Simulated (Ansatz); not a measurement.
# C2H4FNSi: basis-set convergence

One table from this session's results is given with a row withheld; the runs are named, their logs left out.

Computed with Ansatz 0.2.0, Gaussian basis. Level: one geometry, several basis sets.

Levels to be run: PBE0-D4/def2-SVP; ωB97M-V/def2-SVP; PBE0-D4/def2-QZVPP; ωB97M-V/def2-QZVPP; the functionals' def2-TZVPP values are taken from earlier runs.

**Structure used throughout**

All runs share one geometry, relaxed beforehand with PBE0-D4 in a triple-zeta def2 set.

SMILES `N=C1[SiH2]C1F`, 9 atoms, charge 0, spin multiplicity 1.

Atoms are counted from 1 here; the program's logs count them from 0.

Bond lengths: N1–C2 1.258 Å, N1–H6 1.020 Å, C2–Si3 1.875 Å, C2–C4 1.477 Å, Si3–C4 1.901 Å, Si3–H7 1.479 Å, Si3–H8 1.482 Å, C4–F5 1.358 Å, C4–H9 1.097 Å. Angles: C2–N1–H6 111.3°, N1–C2–Si3 149.7°, N1–C2–C4 133.9°, Si3–C2–C4 67.9°, C2–Si3–C4 46.1°, C2–Si3–H7 113.8°, C2–Si3–H8 127.3°, C4–Si3–H7 121.2°, C4–Si3–H8 117.3°, H7–Si3–H8 114.5°, C2–C4–Si3 66.0°, C2–C4–F5 122.1°, C2–C4–H9 111.1°, Si3–C4–F5 131.6°, Si3–C4–H9 106.8°, F5–C4–H9 111.5°.

Set-up of the first run:

The input, in.yaml:

```yaml
crystal:
  periodic: [false, false, false]
  atoms:
    - {symbol: N, position_ang: [-0.318948, 1.477831, -1.283416]}
    - {symbol: C, position_ang: [-0.249800, 0.436707, -0.581083]}
    - {symbol: Si, position_ang: [0.773782, -0.941656, 0.172492]}
    - {symbol: C, position_ang: [-0.705293, 0.086905, 0.780097]}
    - {symbol: F, position_ang: [-0.813925, 1.014055, 1.766135]}
    - {symbol: H, position_ang: [0.253553, 1.396715, -2.123844]}
    - {symbol: H, position_ang: [2.163172, -0.547189, 0.490060]}
    - {symbol: H, position_ang: [0.569461, -2.400909, 0.017072]}
    - {symbol: H, position_ang: [-1.583602, -0.568759, 0.745487]}
basis:
  gaussian: {orbitals: def2-SVP}
hamiltonian: {xc: pbe0, dispersion: d4}
output: {orbitals: {seedname: orbitals}}
```

Command:

```sh
$ ansatz run in.yaml --threads 2 --pin off --events-out ev --progress --plain --max-ram 4352MiB
```

Steps of the session up to this table: PBE0-D4 in def2-SVP; ωB97M-V in def2-SVP; PBE0-D4 in def2-QZVPP; ωB97M-V in def2-QZVPP.

One of the session's tables, all rows but one given; the rest of the session is left out.

It belongs to the step «Density functionals: the series». 

```
functional       basis  HOMO (eV)
   PBE0-D4    def2-SVP      -6.81
   PBE0-D4  def2-TZVPP      -6.95
   PBE0-D4  def2-QZVPP      -6.98
   ωB97M-V    def2-SVP          ?
   ωB97M-V  def2-TZVPP      -9.13
   ωB97M-V  def2-QZVPP      -9.17
```

Estimate the missing values for ωB97M-V, def2-SVP.

**Answer.** HOMO (eV): -8.96. In the column «HOMO (eV)» it lies between ωB97M-V, def2-TZVPP (-9.13) and PBE0-D4, def2-QZVPP (-6.98).
